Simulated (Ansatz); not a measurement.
# BF3H2O: the cost of one run

All numbers below are computed with Ansatz 0.2.0 (RKS PBE-D4/def2-SVP).

### 1 The structure to begin with

Bond lengths: B1–F2 1.670 Å, B1–F3 1.320 Å, B1–F4 1.320 Å, B1–O5 1.710 Å, O5–H6 1.010 Å, F2–H7 1.041 Å, O5–H7 1.132 Å. Angles: B1–F2–H7 80.7°, F2–B1–F3 120.0°, F2–B1–F4 120.0°, F2–B1–O5 71.6°, F3–B1–F4 120.0°, F3–B1–O5 97.0°, F4–B1–O5 101.2°, B1–O5–H6 109.5°, B1–O5–H7 76.7°, H6–O5–H7 144.1°, F2–H7–O5 131.0°.

Coordinates:

```xyz
7

B     0.0000    0.0000    0.0000
F     0.0000    0.0000    1.6700
F     1.1431    0.0000   -0.6600
F    -1.1431    0.0000   -0.6600
O     0.0715   -1.6212    0.5392
H    -0.4750   -2.2058   -0.0770
H     0.0453   -1.0266    1.5024
```

### 2 A restrained relaxation towards end A

Springs on the bonds that form and break draw the guess towards this end; the thresholds are loose.

File input.yaml:

```yaml
crystal:
  periodic: [false, false, false]
  atoms:
    - { symbol: B, position_ang: [0.0, 0.0, 0.0] }
    - { symbol: F, position_ang: [0.0, 0.0, 1.67] }
    - { symbol: F, position_ang: [1.1431, 0.0, -0.66] }
    - { symbol: F, position_ang: [-1.1431, 0.0, -0.66] }
    - { symbol: O, position_ang: [0.0715, -1.6212, 0.5392] }
    - { symbol: H, position_ang: [-0.475, -2.2058, -0.077] }
    - { symbol: H, position_ang: [0.0453, -1.0266, 1.5024] }
basis:
  gaussian: { orbitals: def2-SVP }
hamiltonian:
  xc: pbe
  dispersion: d4
relax:
  f_tol: 0.15
  max_steps: 25
  restrain:
    - { distance: [0, 4], at: 2.61, k: 30.0 }
    - { distance: [6, 1], at: 2.12, k: 30.0 }
    - { distance: [0, 1], at: 1.32, k: 30.0 }
    - { distance: [6, 4], at: 1.01, k: 30.0 }
```

The run is started by

```bash
$ ansatz run input.yaml --threads 1 --pin off --max-ram 2048MiB --backend cpu --events-out ev --progress --plain --runs-dir out
```

What time and memory should one allow on 1 thread of Arm Neoverse V1, shared host?

About 19 s, with a peak of 0.14 GiB.
